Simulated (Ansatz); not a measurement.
# Ir (Ir, hcp): the cost of one run

Program: Ansatz 0.2.0. Level of theory: DFT r2SCAN, plane waves (500 eV) with PAW, scalar-relativistic; PBE-made PAW files. These are calculated values, not measurements.

## 1. Starting point

The structure is hexagonal, space group P6_3/mmc (No. 194). Conventional cell: a = 2.715 Å, b = 2.715 Å, c = 4.433 Å, α = 90.00°, β = 90.00°, γ = 120.00°. Ir (site symmetry -6m2) is surrounded by 12 Ir at 2.71 Å.

Structure file:

```cif
data_structure
_symmetry_space_group_name_H-M 'P6_3/mmc'
_symmetry_Int_Tables_number 194
_cell_length_a 2.7149
_cell_length_b 2.7149
_cell_length_c 4.4334
_cell_angle_alpha 90.000
_cell_angle_beta 90.000
_cell_angle_gamma 120.000
_cell_volume 28.30
loop_
_atom_site_label
_atom_site_type_symbol
_atom_site_symmetry_multiplicity
_atom_site_Wyckoff_symbol
_atom_site_fract_x
_atom_site_fract_y
_atom_site_fract_z
_atom_site_occupancy
Ir1 Ir 2 c 0.33333 0.66667 0.25000 1
```

Starting moments (μB): +1 ×2.

## 2. Relaxing cell and atoms

input.yaml reads:

```yaml
crystal:
  lattice:
    - [2.7148619862, 0.0, 0.0]
    - [-1.3574309931, 2.3511394478, 0.0]
    - [0.0, 0.0, 4.4333696235]
  atoms:
    - { symbol: Ir, position: [0.3333333333, 0.6666666667, 0.25], spin: 1.0 }
    - { symbol: Ir, position: [0.6666666667, 0.3333333333, 0.75], spin: 1.0 }
hamiltonian:
  xc: r2scan
  pseudopotentials:
    kind: paw
    azcp:
      Ir: "pseudopotentials/Ir.paw.azcp"
basis:
  ecutwfc: 500
  fft_grid_basis: typed
kpoints:
  mp_grid: { grid: [13, 13, 7], shift: [0, 0, 0] }
magnetization:
  spin_polarized: true
scf:
  occupations: { method: fermi_dirac, width: 0.05 }
relax:
  max_steps: 60
  f_tol: 0.01
  cell: {}
output:
  write_density: true
  write_potential: true
  elf: true
  volumetric_format: npy
```

Command:

```console
$ ansatz run input.yaml --threads 2 --pin off --max-ram 6144MiB --backend cpu --events-out ev --progress --plain --runs-dir out
```

Q: Estimate wall time and peak memory on 2 threads of Arm Neoverse V1, shared host.

About 64 s, with a peak of 0.45 GiB.
